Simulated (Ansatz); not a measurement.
# B9N9 ((BN)9 cage of four- and six-membered rings): the cost of one run

The runs use Ansatz 0.2.0, Gaussian basis; the settings change from run to run.

5 further runs of the same task are left out: 5 that didn't finish.

## (1) The geometry

The geometry comes from an earlier relaxation with PBE-D4/def2-SVP; it is a stationary point, not always the lowest conformer.

18 atoms, charge 0, spin multiplicity 1.

Atoms are counted from 1 here; the program's logs count them from 0.

Bond lengths: B1–N2 1.481 Å, B1–N4 1.474 Å, B1–N6 1.481 Å, N2–B3 1.506 Å, N2–B9 1.452 Å, B3–N4 1.504 Å, B3–N14 1.452 Å, N4–B5 1.504 Å, B5–N6 1.506 Å, B5–N15 1.452 Å, N6–B7 1.452 Å, B7–N8 1.504 Å, B7–B11 1.856 Å, B7–N12 1.506 Å, N8–B9 1.504 Å, N8–B11 1.474 Å and more. Angles: N2–B1–N4 102.4°, N2–B1–N6 129.3°, N4–B1–N6 102.4°, B1–N2–B3 76.8°, B1–N2–B9 108.4°, B3–N2–B9 112.9°, N2–B3–N4 99.9°, N2–B3–N14 124.4° and more.

## (2) wB97/STO-3G

Set apart from the defaults: multiplicity 3, the search for lower states set to full.

Input file in.yaml:

```yaml
crystal:
  periodic: [false, false, false]
  atoms:
    - {symbol: B, position_ang: [0.003096, 1.962726, 0.226010]}
    - {symbol: N, position_ang: [-1.335544, 1.499107, -0.205948]}
    - {symbol: B, position_ang: [-1.165732, 0.849940, 1.142400]}
    - {symbol: N, position_ang: [0.001124, 1.642670, 1.664659]}
    - {symbol: B, position_ang: [1.166344, 0.845980, 1.144732]}
    - {symbol: N, position_ang: [1.341035, 1.494596, -0.203271]}
    - {symbol: B, position_ang: [1.168428, 0.564396, -1.304945]}
    - {symbol: N, position_ang: [0.003308, 0.620488, -2.254897]}
    - {symbol: B, position_ang: [-1.163898, 0.568346, -1.307282]}
    - {symbol: N, position_ang: [-1.338659, -0.923187, -1.195364]}
    - {symbol: B, position_ang: [0.000482, -0.785265, -1.812734]}
    - {symbol: N, position_ang: [1.337895, -0.927722, -1.192666]}
    - {symbol: B, position_ang: [-1.168669, -1.412481, 0.161525]}
    - {symbol: N, position_ang: [-1.340620, -0.569110, 1.397156]}
    - {symbol: N, position_ang: [1.335893, -0.573652, 1.399832]}
    - {symbol: B, position_ang: [1.163517, -1.416427, 0.163867]}
    - {symbol: N, position_ang: [-0.004436, -2.263139, 0.590265]}
    - {symbol: B, position_ang: [-0.003584, -1.177266, 1.586672]}
basis:
  gaussian: {orbitals: STO-3G}
magnetization: {spin_polarized: true, initial_magnetization: 2}
hamiltonian: {xc: {name: wB97}}
scf: {lower_state_search: full}
output: {forces: true}
```

Started as:

```bash
$ ansatz run in.yaml --threads 4 --pin off --events-out ev --progress --plain --max-ram 6963MiB
```

What time and memory should one allow on 4 threads of AMD EPYC 9R45, shared host?

About 21 s, with a peak of 0.66 GiB.
